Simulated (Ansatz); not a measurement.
# CH5FMgSe: the cost of one run

Method: RKS PBE/def2-mTZVP, in Ansatz 0.2.0.

### Step 1. The system as given

Bond lengths: Mg1–F2 2.349 Å, Mg1–C3 2.082 Å, Mg1–Se5 3.052 Å, C3–H6 1.087 Å, C3–H7 1.085 Å, C3–H8 1.086 Å, Se5–H9 1.431 Å. Angles: F2–Mg1–C3 129.9°, F2–Mg1–Se5 68.4°, C3–Mg1–Se5 151.9°, Mg1–C3–H6 108.6°, Mg1–C3–H7 112.8°, Mg1–C3–H8 108.3°, H6–C3–H7 108.9°, H6–C3–H8 109.1°, H7–C3–H8 109.1°, Mg1–Se5–H9 96.9°.

As a file:

```xyz
9

Mg    0.1378    0.0338   -0.1795
F     1.0592   -0.8154    1.8070
C    -0.9537   -0.9329   -1.6657
H     0.9301    0.3017    2.2210
Se    0.4697    2.2152    1.9295
H    -1.9811   -0.5790   -1.6275
H    -0.5577   -0.7575   -2.6608
H    -0.9378   -1.9991   -1.4604
H     1.8336    2.5332    1.6365
```

### Step 2. Pulling towards end A

Springs on the bonds that form and break draw the guess towards this end; the thresholds are loose.

File input.yaml:

```yaml
crystal:
  periodic: [false, false, false]
  atoms:
    - { symbol: Mg, position_ang: [0.1378, 0.0338, -0.1795] }
    - { symbol: F, position_ang: [1.0592, -0.8154, 1.807] }
    - { symbol: C, position_ang: [-0.9537, -0.9329, -1.6657] }
    - { symbol: H, position_ang: [0.9301, 0.3017, 2.221] }
    - { symbol: Se, position_ang: [0.4697, 2.2152, 1.9295] }
    - { symbol: H, position_ang: [-1.9811, -0.579, -1.6275] }
    - { symbol: H, position_ang: [-0.5577, -0.7575, -2.6608] }
    - { symbol: H, position_ang: [-0.9378, -1.9991, -1.4604] }
    - { symbol: H, position_ang: [1.8336, 2.5332, 1.6365] }
basis:
  gaussian: { orbitals: def2-mTZVP }
hamiltonian:
  xc: pbe
relax:
  f_tol: 0.15
  max_steps: 25
  restrain:
    - { distance: [0, 4], at: 3.91, k: 30.0 }
    - { distance: [3, 1], at: 2.18, k: 30.0 }
    - { distance: [0, 1], at: 1.98, k: 30.0 }
    - { distance: [3, 4], at: 1.51, k: 30.0 }
```

Launch:

```bash
> ansatz run input.yaml --threads 2 --pin off --max-ram 3072MiB --backend cpu --events-out ev --progress --plain --runs-dir out
```

**Question.** How long does this run take on 2 threads of Arm Neoverse V2, shared host, and how much memory does it need?

About 22 s, with a peak of 0.18 GiB.
